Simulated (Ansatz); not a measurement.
# Cu3S: the cost of one run

Method: DFT PBE, scalar-relativistic, plane waves, PAW, in Ansatz 0.2.0.

## 1. The starting structure

It takes space group Pm-3m (No. 221, cubic). The conventional cell has a = 3.872 Å, b = 3.872 Å, c = 3.872 Å, α = 90.00°, β = 90.00°, γ = 90.00°. Cu (site symmetry 4/mmm) is surrounded by 8 Cu at 2.74 Å and 4 S at 2.74 Å. S (site symmetry m-3m) is surrounded by 12 Cu at 2.74 Å.

Coordinates:

```cif
data_structure
_symmetry_space_group_name_H-M 'P 1'
_symmetry_Int_Tables_number 1
_cell_length_a 3.8717
_cell_length_b 3.8717
_cell_length_c 3.8717
_cell_angle_alpha 90.000
_cell_angle_beta 90.000
_cell_angle_gamma 90.000
_cell_volume 58.04
loop_
_atom_site_label
_atom_site_type_symbol
_atom_site_fract_x
_atom_site_fract_y
_atom_site_fract_z
_atom_site_occupancy
Cu1 Cu 0.00000 0.50000 0.50000 1
Cu2 Cu 0.50000 0.00000 0.50000 1
Cu3 Cu 0.50000 0.50000 0.00000 1
S1 S 0.00000 0.00000 0.00000 1
```

(A quick probe on a coarse mesh, which set the mesh and smearing, is not shown.)

## 3. Coarse relaxation

Input file input.yaml:

```yaml
crystal:
  lattice:
    - [3.8716744446, 0.0, 0.0]
    - [0.0, 3.8716744446, 0.0]
    - [0.0, 0.0, 3.8716744446]
  atoms:
    - { symbol: Cu, position: [0.0, 0.5, 0.5] }
    - { symbol: Cu, position: [0.5, 0.0, 0.5] }
    - { symbol: Cu, position: [0.5, 0.5, 0.0] }
    - { symbol: S, position: [0.0, 0.0, 0.0] }
basis:
  ecutwfc: 420
kpoints:
  mp_grid: { grid: [4, 4, 4] }
hamiltonian:
  xc: pbe
scf:
  occupations: { method: gaussian, width: 0.1 }
  lower_state_search: "off"
output:
  forces: true
  stress: true
  eigenvalues: true
relax:
  adjacent_minimum: "off"
  f_tol: 0.04
  max_steps: 70
  cell: { stress_tol: 0.4 }
```

The run is started by

```bash
ansatz run input.yaml --threads 1 --pin off --max-ram 2560MiB --backend cpu --events-out ev --progress --plain --runs-dir out
```

Q: Estimate wall time and peak memory on 1 thread of Arm Neoverse V2, shared host.

About 6.4 s, with a peak of 0.31 GiB.
